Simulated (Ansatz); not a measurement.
The system is Cd2S.

```
Cd S
1.0
     3.96267    0.00000    0.00000
    -1.98134    3.43177    0.00000
     0.00000    0.00000    5.80919
Cd S
2 1
Direct
  0.33333 0.66667 0.93272
  0.66667 0.33333 0.57873
  0.33333 0.66667 0.36571
```

The cell comes from a database or a generator and needn't be the stable form of this composition.

A run of Ansatz 0.2.0 on this cell left the log below. Logs are shortened: lines on timing, memory, paths and dates and some standing lists are left out, and cuts for length are marked.

```text
Warning: RAYON_NUM_THREADS=2 ignored (pool sized by the plan → 2); use --threads N
Engine: ansatz 0.2.0, x86_64-unknown-linux-gnu
Pseudopotentials: kind: paw
Pseudopotential: Cd, paw, valence charge 20, recommended cutoff 420 eV (normal), Cd.paw.azcp
Pseudopotential: S, paw, valence charge 6, recommended cutoff 420 eV (normal), S.paw.azcp
Functional definition: PBE0
  parameter a = 0.25
  parameter kappa = 0.804
  parameter beta = 0.06672455060314922
  exchange = (1 - a)*pbe_x(kappa = kappa, mu = beta*pi^2/3) + a*exact_x
  correlation = pbe_c(beta = beta)
Crystal: 3 atoms, lattice volume = 78.999 Å³
Basis set: ecut = 420 eV, 1555 PW (Γ), exchange–correlation on 54×54×80 points (8 copies of the dense FFT grid, shifted against one another)
Bands: 28, of which v1, the nominal top of the filled ones, is band 23 counted from 1 (22 counted from 0)
Symmetry: 6 space group operations
Space group: P3m1 (ITA 156), of the structure as read, at distance tolerance 4.3e-5 Å
k-points: 8 of 32 (time reversal used)
Non-local potential: Cd, projectors of the file, l = 0: 3, l = 1: 2, l = 2: 2, l = 3: 1
Non-local potential: S, projectors of the file, l = 0: 2, l = 1: 2, l = 2: 2
PAW form: soft (Blöchl's): semilocal exchange-correlation on the pseudo side does not see the compensation charge
PAW frozen core: Cd, regenerated for the run's functional, and the local potential with it (the file was generated under x = pbe(κ = 0.804, μ = 0.2195149727645171), c = pbe(β = 0.06672455060314922))
PAW frozen core: S, regenerated for the run's functional, and the local potential with it (the file was generated under x = pbe(κ = 0.804, μ = 0.2195149727645171), c = pbe(β = 0.06672455060314922))
PAW one-centre angular grid: Cd, 590 points (default); XC on 64 Gauss nodes
PAW one-centre angular grid: S, 110 points (default); XC on 64 Gauss nodes
Initial density: superposition of atomic densities (neutral atoms: chi_scale 0, normalization atom), corrected by the library's trained network
Initial wavefunctions: pseudopotential atomic-orbital guess
[... 209 lines left out ...]
Entropy (-TS):   -0.000000 eV (-0.000 meV/atom)
Fermi energy:    8.478113 eV
--- Per-component energies (eV) ---
  E_band       = -1127.434266
  E_kinetic    = 1117.563264
  E_local      = -7723.866011  (includes V_loc(G=0)·N_el)
  E_nonlocal   = 95.583307
  E_hartree    = 3573.320537
  E_xc         = -346.438973
  E_vxc        = -408.107624  (∫ρ·V_xc dr)
  E_exx        = -206.345144  (= α·E_x^exact, valence–valence)
  E_paw        = -8672.034763  (= ΣΔE_a)
  E_vpaw       = -942.557949  (= ΣTr[D̂ρ^β])
  E_aug_tail   = 0.000028  (compensation charges beyond the density's cutoff)
  E_ewald      = -5254.982913
  E_core_change = -1.308727  (= ΣΔE_core)
  E_smearing   = -0.000000  (= −TS)
  E_closure    = 0.000000  (closes the sum)
  Σ components = -17418.509394   (vs F -17418.509394, Δ=0.00e0)
--- Forces (eV/Å), atoms counted from 1 ---
  atom   1  Cd     0.00000000    -0.00000000     0.00441682
  atom   2  Cd     0.00000000    -0.00000000     0.00449190
  atom   3  S      0.00000000     0.00000000    -0.00893749
  max |Σ_I F_I| component: 2.88e-5 eV/Å
--- Stress (GPa, compression-positive) ---
        0.014818       0.000000      -0.000000
       -0.000000       0.014818       0.000000
       -0.000000       0.000000      -0.048122
  P = ⅓ Tr σ = -0.0062 GPa (-0.062 kbar)
--- Band table (eV; the first three rows and the last of 8) ---
  k-point 0: bands = ["-99.9863", "-99.7566", "-59.6989", "-59.6989", "-59.6652", "-59.4670", "-59.4659", "-59.4659", "-6.7412", "-2.2685", "-2.2685", "-2.1862", "-2.1862", "-2.0358", "-1.8906", "-1.8658", "-1.8658", "-1.4794", "-1.4794", "2.7587", "3.5689", "6.4813", "6.4813", "12.3014", "14.4359", "15.9769", "15.9769", "17.7662"]
  k-point 1: bands = ["-99.9864", "-99.7566", "-59.6988", "-59.6988", "-59.6657", "-59.4672", "-59.4659", "-59.4659", "-6.5884", "-2.5407", "-2.2929", "-2.2929", "-2.2267", "-2.2267", "-1.7917", "-1.7917", "-1.5941", "-1.4919", "-1.4919", "0.9545", "6.5872", "6.5872", "7.5506", "10.3742", "13.9612", "15.5741", "15.5741", "17.1344"]
  k-point 2: bands = ["-99.9862", "-99.7566", "-59.6994", "-59.6990", "-59.6650", "-59.4672", "-59.4659", "-59.4659", "-6.5550", "-2.2719", "-2.2691", "-2.1604", "-2.0585", "-1.9774", "-1.8412", "-1.8113", "-1.7734", "-1.5815", "-1.4676", "3.0590", "4.1299", "5.1038", "5.9743", "12.4971", "13.4879", "14.2438", "15.6603", "16.2695"]
  k-point 7: bands = ["-99.9864", "-99.7565", "-59.6994", "-59.6992", "-59.6656", "-59.4671", "-59.4661", "-59.4659", "-6.2368", "-2.4625", "-2.2531", "-2.1432", "-2.1079", "-1.9324", "-1.8823", "-1.7913", "-1.6779", "-1.5865", "-1.2726", "2.9506", "3.6304", "4.9769", "7.4449", "10.7923", "11.4769", "13.6078", "15.0835", "16.4992"]
--- Relaxed structure (4 steps of the walk, 4 accepted, 1 SCFs on fresh bases) ---
  F+E_penalty+E_count = -17418.50939438 eV   max|allowed force component| = 8.928e-3 eV/Å   (the final SCF, on the basis selected at the relaxed cell)
  cell:  # Å, volume = 77.4728 Å³
    - [3.9691642929730984, 0.0, -3.557276838444052e-34]
    - [-1.9845821464865492, 3.4373971095088036, 4.285453322437591e-33]
    - [-5.214893971991942e-34, 6.953191962655922e-33, 5.678330806564868]
  atoms:
    - { symbol: Cd, position: [0.33333333333333326, 0.6666666666666665, 0.9329873296397115] }
    - { symbol: Cd, position: [0.6666666666666667, 0.33333333333333326, 0.5769256803177744] }
    - { symbol: S, position: [0.33333333333333326, 0.6666666666666665, 0.36724399004251407] }
```

**Question.** What input gives this log?

**Answer.** Relaxation of cell and atoms with PBE0, no spin polarisation. The files as run (others can give the same):

input.yaml
```yaml
crystal:
  lattice:
    - [3.962670049, 0.0, 0.0]
    - [-1.9813350245, 3.4317729293, 0.0]
    - [0.0, 0.0, 5.809192]
  atoms:
    - { symbol: Cd, position: [0.3333333333, 0.6666666667, 0.932717] }
    - { symbol: Cd, position: [0.6666666667, 0.3333333333, 0.578735] }
    - { symbol: S, position: [0.3333333333, 0.6666666667, 0.365705] }
hamiltonian:
  xc: pbe0
  pseudopotentials: { kind: paw }
kpoints:
  mp_grid: { grid: [4, 4, 2] }
scf:
  occupations: { method: fermi_dirac, width: 0.05 }
output:
  forces: true
  stress: true
  eigenvalues: true
relax:
  f_tol: 0.01
  max_steps: 40
  cell: { stress_tol: 0.05 }
```

Potentials or basis: Ansatz PAW.
Run with:
```sh
$ ansatz run input.yaml --threads 2 --pin off --max-ram 5632MiB --backend cpu --events-out ev --progress --plain --runs-dir out
```

Caveat: the k mesh is coarse (spacing up to 0.54 Å⁻¹), so the values aren't converged, least of all with exact exchange; the plane-wave basis is chosen anew once the cell has moved, so the energies of steps on either side of that aren't comparable; the PAW data sets come from PBE, with cores solved anew for the run's functional, which leaves a small shift of forces and pressure.
